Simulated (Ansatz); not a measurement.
**CHFNSi radical: a ladder of functionals and wavefunction methods**

Aim: compute CHFNSi radical with functionals from several rungs and with coupled cluster, and see how far each lands from CCSD(T) at the basis-set limit for the atomisation energy.

Method: functionals in def2-TZVPP, the program's frozen cores in correlated methods; program: Ansatz 0.2.0, Gaussian basis.

Levels to be run: LDA (SPW92), PBE-D4, revPBE-D4, BLYP-D4, r2SCAN-D4, B97M-V, PBE0-D4, B3LYP-D4, r2SCANh-D4, r2SCAN0-D4, HSE06-D4, BHLYP-D4, CAM-B3LYP-D4, LC-ωPBE, ωB97X-V, ωB97M-V, B2PLYP, PBE-QIDH; CCSD(T)/def2-SVP; CCSD(T)/def2-TZVPP; MP2/def2-QZVPP; extrapolation to the limit; RPA on PBE.

## 1. Structure used throughout

The geometry comes from an earlier relaxation with PBE0-D4 in a triple-zeta def2 set; it is a stationary point.

SMILES `N#C[SiH]F`, 5 atoms, charge 0, spin multiplicity 2.

Atoms are counted from 1 here; the program's logs count them from 0.

Bond lengths: N1–C2 1.154 Å, C2–Si3 1.837 Å, Si3–F4 1.591 Å, Si3–H5 1.482 Å. Angles: N1–C2–Si3 173.9°, C2–Si3–F4 108.1°, C2–Si3–H5 109.3°, F4–Si3–H5 109.8°.

## 2. LDA

This LDA is Slater exchange with PW92 correlation.

Contents of in.yaml:

```yaml
crystal:
  periodic: [false, false, false]
  atoms:
    - {symbol: N, position_ang: [1.347403, -1.164043, 1.391263]}
    - {symbol: C, position_ang: [0.713766, -0.590013, 0.616190]}
    - {symbol: Si, position_ang: [-0.146065, 0.297573, -0.743520]}
    - {symbol: F, position_ang: [-1.590315, -0.347117, -0.917739]}
    - {symbol: H, position_ang: [-0.274888, 1.729999, -0.387594]}
basis:
  gaussian: {orbitals: def2-TZVPP}
magnetization: {spin_polarized: true, initial_magnetization: 1}
hamiltonian: {xc: lda}
output: {orbitals: {seedname: orbitals}}
```

Further steps of the session: PBE-D4 (GGA); revPBE-D4 (GGA); BLYP-D4 (GGA); r2SCAN-D4 (meta-GGA); B97M-V (meta-GGA); PBE0-D4 (hybrid); B3LYP-D4 (hybrid); r2SCANh-D4 (hybrid); r2SCAN0-D4 (hybrid); HSE06-D4 (hybrid); BHLYP-D4 (hybrid); CAM-B3LYP-D4 (range-separated); LC-ωPBE-D4 (range-separated); ωB97X-V (range-separated); ωB97M-V (range-separated); B2PLYP (double hybrid); PBE-QIDH (double hybrid); CCSD(T) in def2-SVP; CCSD(T) in def2-TZVPP; MP2 in def2-QZVPP; RPA on PBE orbitals.

Before running them: what should the planned runs give, taken together? Wanted: atomisation energy, CCSD(T)/CBS; farthest beyond LDA; mean size of error, GGA; mean size of error, meta-GGA; mean size of error, hybrid; mean size of error, range-separated; mean size of error, double hybrid; gap, smallest and largest; T1 diagnostic.

As calculated:

| quantity | value |
| --- | --- |
| atomisation energy, CCSD(T)/CBS | 21.167 eV |
| functionals within 0.106 eV (0.5 %) | r2SCAN-D4, B97M-V, PBE0-D4, B3LYP-D4, HSE06-D4, LC-ωPBE, ωB97X-V, ωB97M-V, B2PLYP |
| farthest beyond LDA | BHLYP-D4 (-1.060 eV) |
| mean size of error, GGA | 0.523 eV |
| mean size of error, meta-GGA | 0.074 eV |
| mean size of error, hybrid | 0.340 eV |
| mean size of error, range-separated | 0.085 eV |
| mean size of error, double hybrid | 0.128 eV |
| gap, smallest and largest | 1.27 eV (LDA (SPW92)), 8.95 eV (LC-ωPBE) |
| T1 diagnostic | 0.0218 |
| triples share of the correlation energy | 4.1 % |

The LDA atomisation energy is off by 3.500 eV (17 %): it overbinds. PBE-D4 misses by +0.895 eV. Double hybrids carry the basis error of their MP2 part in triple zeta, and no dispersion term here, so their miss is partly the set-up's. The rungs meta-GGA, range-separated miss on average by less than the doubt on the reference (0.106 eV), so they tie; GGA functionals have the largest mean beyond LDA (0.523 eV). Misses under about 0.106 eV are within the doubt on the reference itself, which lacks core-valence correlation, relativity and higher excitations. Hartree-Fock recovers 68 % of the binding; the rest is correlation. CCSD(T) in def2-SVP is off by -1.673 eV, more than most functionals: a good method in a small basis is no reference. Orbital gaps span 1.3 to 8.9 eV; exact exchange widens them.
